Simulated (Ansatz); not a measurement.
**RPA@PBE/def2-SVP (core potential) run of CH6Sn (SMILES [CH3][SnH3])**

Aim: the electronic atomisation energy of CH6Sn at RPA@PBE/def2-SVP (core potential), from 4 runs. 

The calculation is run with Ansatz 0.2.0.

42 further runs of the same task are left out: 1 that didn't finish, 41 set aside as unsound or not needed.

## Step 1: The molecule

The species is CH6Sn (8 atoms), meant as a singlet with charge 0. SMILES: `[CH3][SnH3]`. The shape is that of a PBE0-D4/def2-TZVP optimisation.

Bond lengths: C1–Sn2 2.140 Å, C1–H3 1.090 Å, C1–H4 1.090 Å, C1–H5 1.090 Å, Sn2–H6 1.709 Å, Sn2–H7 1.709 Å, Sn2–H8 1.709 Å. Some angles: C1–Sn2–H6 110.1°, C1–Sn2–H7 110.1°, C1–Sn2–H8 110.1°, Sn2–C1–H3 110.0°, Sn2–C1–H4 110.0°, Sn2–C1–H5 110.0°, H6–Sn2–H7 108.8°, H6–Sn2–H8 108.8°, H7–Sn2–H8 108.8°, H3–C1–H4 109.0°.

## Step 2: The energy at RPA@PBE/def2-SVP (core potential)

Contents of input.yaml:

```yaml
crystal:
  periodic: [false, false, false]
  atoms:
    - {symbol: C, position_ang: [1.094500, 0.367400, -0.110600]}
    - {symbol: Sn, position_ang: [-0.919400, -0.329100, 0.082100]}
    - {symbol: H, position_ang: [1.300500, 0.627700, -1.148800]}
    - {symbol: H, position_ang: [1.789300, -0.411200, 0.204000]}
    - {symbol: H, position_ang: [1.244600, 1.249200, 0.512300]}
    - {symbol: H, position_ang: [-2.012000, 0.886800, -0.417500]}
    - {symbol: H, position_ang: [-1.156700, -1.716400, -0.887800]}
    - {symbol: H, position_ang: [-1.248700, -0.731500, 1.710400]}
basis:
  gaussian: {orbitals: def2-SVP}
correlation: {method: rpa, frozen_orbitals: {C: 1, H: 0, Sn: 4}}
accuracy: high
hamiltonian: {xc: {name: PBE}}
```

Run with:

```
$ ansatz run input.yaml --threads 1 --pin off --max-ram 3480MiB --events-out events.jsonl --progress --plain --runs-dir runs
```

Log:

```text
Warning: RAYON_NUM_THREADS=1 ignored (pool sized by the plan → 1); use --threads N
Functional definition: PBE
  name "PBE"
  parameter kappa = 0.804
  parameter beta = 0.06672455060314922
  exchange = pbe_x(kappa = kappa, mu = beta*pi^2/3)
  correlation = pbe_c(beta = beta)
1743 factors; integrals over basis functions are off by at most 3.0e-9 eV
mean field evaluation 1: about -6955.1133 eV, gradient 5.4e1 eV
mean field evaluation 2: about -6955.1005 eV, gradient 5.4e1 eV
mean field evaluation 4: about -6962.2151 eV, gradient 9.1e0 eV
mean field evaluation 8: about -6962.5316 eV, gradient 9.0e-2 eV
mean field evaluation 16: about -6962.5316 eV, gradient 3.7e-6 eV
mean field -6962.53162016 eV, -255.8683176673 hartree, gradient 7.8e-8 eV, S^2 0.000000; 0 other end points of the search recorded, 0 dependent functions left out
5 core orbitals not correlated: weight in the atoms' cores, before any rotation towards them, 1.000 or more for the frozen orbitals, at most 0.000 for the correlated occupied ones
reference -6928.53672792 eV, -254.6190284200 hartree; 12, 12 occupied and 53, 53 virtual orbitals, 1743 factors
Total energy: -6942.35060798 eV, -255.1266791491 hartree
```

Wall time 6.6 s (1 thread of Arm Neoverse V2, shared host); peak memory 0.31 GiB.

## Step 3: The C atom at the same level

Contents of input.yaml:

```yaml
crystal:
  periodic: [false, false, false]
  atoms:
    - {symbol: C, position_ang: [0.000000, 0.000000, 0.000000]}
basis:
  gaussian:
    orbitals: def2-SVP
correlation:
  method: rpa
  frozen_orbitals: {C: 1}
accuracy: high
magnetization:
  spin_polarized: true
  initial_magnetization: 2
hamiltonian:
  xc: pbe
```

Run the same way, it converges to -37.77381 Eh (log not shown).

## Step 4: The H atom at the same level

Contents of input.yaml:

```yaml
crystal:
  periodic: [false, false, false]
  atoms:
    - {symbol: H, position_ang: [0.000000, 0.000000, 0.000000]}
basis:
  gaussian: {orbitals: def2-SVP}
magnetization: {spin_polarized: true, initial_magnetization: 1}
hamiltonian: {xc: pbe}
correlation: {method: rpa, frozen_orbitals: {H: 0}}
accuracy: high
```

Run the same way, it converges to -0.51231 Eh (log not shown).

## Step 5: The Sn atom, same level

Contents of input.yaml:

```yaml
crystal:
  periodic: [false, false, false]
  atoms:
    - symbol: Sn
      position_ang: [0.000000, 0.000000, 0.000000]
basis:
  gaussian: {orbitals: def2-SVP}
magnetization: {spin_polarized: true, initial_magnetization: 2}
hamiltonian: {xc: {name: PBE}}
correlation: {method: rpa, frozen_orbitals: {Sn: 4}}
accuracy: high
```

Run the same way, it converges to -213.44973 Eh (log not shown).

## Step 6: Outcome

Level: RPA@PBE/def2-SVP (core potential), 5 core orbitals frozen.

```
                                  quantity          value
                    molecule: total energy  -255.12668 Eh
molecule: RPA correlation energy (valence)     -507.7 mEh
                      C atom: total energy   -37.77381 Eh
  C atom: RPA correlation energy (valence)     -130.5 mEh
 C atom: ⟨S²⟩ of the reference determinant          2.002
                      H atom: total energy    -0.51231 Eh
            H atom: RPA correlation energy      -13.0 mEh
 H atom: ⟨S²⟩ of the reference determinant          0.750
                     Sn atom: total energy  -213.44973 Eh
 Sn atom: RPA correlation energy (valence)     -122.8 mEh
Sn atom: ⟨S²⟩ of the reference determinant          2.002
             electronic atomisation energy      22.566 eV
```

What this shows: Taking the molecule apart into free atoms costs 22.57 eV (2177 kJ/mol), before zero-point energy and without spin-orbit coupling.
